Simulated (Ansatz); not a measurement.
# CHBFN: one structure at several levels

An exercise on one series of results from a longer session: the logs are not shown, and one member is left open.

The runs use Ansatz 0.2.0, Gaussian basis; single points in def2-TZVPP.

Cores are frozen in the correlated methods.

## Starting geometry

SMILES `FB1C=N1`, 5 atoms, charge 0, spin multiplicity 1.

Atoms are counted from 1 here; the program's logs count them from 0.

Bond lengths: F1–B2 1.149 Å, B2–C3 1.359 Å, B2–N4 1.545 Å, C3–N4 1.415 Å, C3–H5 1.083 Å. Angles: F1–B2–C3 154.0°, F1–B2–N4 147.7°, C3–B2–N4 57.9°, B2–C3–N4 67.7°, B2–C3–H5 162.9°, N4–C3–H5 128.3°, B2–N4–C3 54.4°.

As a file:

```xyz
5
charge 0, multiplicity 1
F     0.13870   -1.34350    1.28750
B    -0.00670   -0.58540    0.43680
C     0.22810    0.58830   -0.20620
N    -0.84070   -0.13740   -0.78440
H     0.69950    1.49330   -0.56880
```

Set-up of the first run:

run/in.yaml reads:

```yaml
crystal:
  periodic: [false, false, false]
  atoms:
    - {symbol: F, position_ang: [0.138700, -1.343500, 1.287500]}
    - {symbol: B, position_ang: [-0.006700, -0.585400, 0.436800]}
    - {symbol: C, position_ang: [0.228100, 0.588300, -0.206200]}
    - {symbol: N, position_ang: [-0.840700, -0.137400, -0.784400]}
    - {symbol: H, position_ang: [0.699500, 1.493300, -0.568800]}
basis:
  gaussian: {orbitals: def2-TZVPP}
correlation: {method: ccsd_t}
output: {forces: true}
```

The command line of these runs was not kept.

Steps of the session up to this table: CCSD(T)/def2-TZVPP; PBE0-D4/def2-TZVPP; wB97M-V/def2-TZVPP; r2SCAN-D4/def2-TZVPP; PBE-D4/def2-TZVPP; CAM-B3LYP-D4/def2-TZVPP; r2SCAN0-D4/def2-TZVPP.

One table of the session follows, with a row left open; its other results are not shown here.

```
      method  RMS force component (eV/Å)  angle to CCSD(T) forces (°)  dipole (D)
     CCSD(T)                       4.692                    reference        2.01
     PBE0-D4                       4.712                          5.2        2.00
     wB97M-V                       4.799                          4.7        2.04
   r2SCAN-D4                           ?                            ?           ?
      PBE-D4                       4.703                          2.1        1.94
CAM-B3LYP-D4                       4.763                          6.3        2.07
  r2SCAN0-D4                       4.692                          6.7        2.03
```

Estimate the missing values for r2SCAN-D4.

The run gave: RMS force component (eV/Å): 4.663; angle to CCSD(T) forces (°): 3.2; dipole (D): 1.99. In the column «RMS force component (eV/Å)» it is the lowest.
